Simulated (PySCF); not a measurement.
Molecule: SiClH3, in a box.

```xyz
5
Lattice="12.0000 0.0000 0.0000 0.0000 12.0000 0.0000 0.0000 0.0000 12.0000" Properties=species:S:1:pos:R:3 pbc="T T T"
Si    5.4573    5.5847    6.1210
Cl    7.4076    5.0527    6.4818
H     4.6184    5.0779    7.2310
H     5.0346    4.9805    4.8370
H     5.3785    7.0616    6.0472
```

Base run:

| Quantity | Value |
| --- | --- |
| Program | PySCF 2.14.0 |
| Functional | r2SCAN50 |
| Dispersion | D3(BJ) |
| Potentials or basis | def2-svp (all-electron) |
| k mesh | 1 × 1 × 1 |
| Occupations | fixed |
| Spin | no spin polarisation |

Its results: gap between the frontier levels 11.71 eV.

After a change of settings the same cell gave: gap between the frontier levels 7.57 eV. Which change was it?
A. functional from r2SCAN50 to BHandHLYP; dispersion from D3(BJ) to D3
B. functional from r2SCAN50 to N12; dispersion from D3(BJ) to none
C. functional from r2SCAN50 to SCAN; dispersion from D3(BJ) to D4

C.

Caveats: this is a molecule in a periodic box at the Γ point, so its band gap is the HOMO-LUMO gap; the basis of atomic orbitals isn't converged, which shifts pressures, moduli and gaps.

Runs at the PBE level aren't shown here.
